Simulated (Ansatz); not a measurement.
# Be2V: the cost of one run

Program: Ansatz 0.2.0. Level of theory: DFT PBEsol, scalar-relativistic, plane waves, PAW. These are calculated values, not measurements.

1 further run of the same task is left out (set aside as unsound or not needed).

## (1) The starting structure

It takes space group P6_3/mmc (No. 194, hexagonal). The conventional cell has a = 4.366 Å, b = 4.366 Å, c = 7.041 Å, α = 90.00°, β = 90.00°, γ = 120.00°. Be (site symmetry -3m) has 6 Be at 2.19 Å as nearest neighbours. Around Be (site symmetry mm2) lie 6 Be at 2.12 to 2.24 Å. Around V (site symmetry 3m) lie 12 Be at 2.53 to 2.57 Å and 4 V at 2.57 to 2.69 Å.

Coordinates:

```xyz
12
Lattice="4.3663 0.0000 0.0000 -2.1832 3.7814 0.0000 0.0000 0.0000 7.0414" Properties=species:S:1:pos:R:3 pbc="T T T"
Be    0.0000    0.0000    0.0000
Be    0.0000    0.0000    3.5207
Be    2.1832    2.4858    1.7603
Be   -1.0612    3.1336    5.2810
Be    1.0612    3.1336    5.2810
Be    1.1220    0.6478    1.7603
Be    3.2443    0.6478    1.7603
Be    0.0000    1.2956    5.2810
V     0.0000    2.5209    0.4752
V     2.1832    1.2605    3.9959
V     2.1832    1.2605    6.5662
V     0.0000    2.5209    3.0455
```

It goes back to an entry of the Materials Project, which need not be the stable form.

This cell was relaxed beforehand with the same method: volume 9.69 Å³/atom, gap on the mesh none (metal).

## (2) The cell under PBEsol

input.yaml

```yaml
crystal:
  lattice:
    - [4.366328353, 0.0, 0.0]
    - [-2.1831641765, 3.7813512749, 0.0]
    - [0.0, 0.0, 7.0413635134]
  atoms:
    - { symbol: Be, position: [0.0, 0.0, 0.0] }
    - { symbol: Be, position: [0.0, 0.0, 0.5] }
    - { symbol: Be, position: [0.8286875136, 0.6573750273, 0.25] }
    - { symbol: Be, position: [0.1713124864, 0.8286875136, 0.75] }
    - { symbol: Be, position: [0.6573750273, 0.8286875136, 0.75] }
    - { symbol: Be, position: [0.3426249727, 0.1713124864, 0.25] }
    - { symbol: Be, position: [0.8286875136, 0.1713124864, 0.25] }
    - { symbol: Be, position: [0.1713124864, 0.3426249727, 0.75] }
    - { symbol: V, position: [0.3333333333, 0.6666666667, 0.0674842632] }
    - { symbol: V, position: [0.6666666667, 0.3333333333, 0.5674842632] }
    - { symbol: V, position: [0.6666666667, 0.3333333333, 0.9325157368] }
    - { symbol: V, position: [0.3333333333, 0.6666666667, 0.4325157368] }
basis:
  ecutwfc: 420
kpoints:
  mp_grid: { grid: [9, 9, 6] }
hamiltonian:
  xc: pbesol
scf:
  occupations: { method: gaussian, width: 0.1 }
output:
  forces: true
  stress: true
  eigenvalues: true
relax:
  adjacent_minimum: "off"
  f_tol: 0.005
  max_steps: 50
  cell: { stress_tol: 0.05 }
```

Run with:

```bash
> ansatz run input.yaml --threads 4 --pin off --max-ram 10240MiB --backend cpu --events-out ev --progress --plain --runs-dir out
```

What time and memory should one allow on 4 threads of Arm Neoverse V2, shared host?

About 15 s, with a peak of 0.6 GiB.
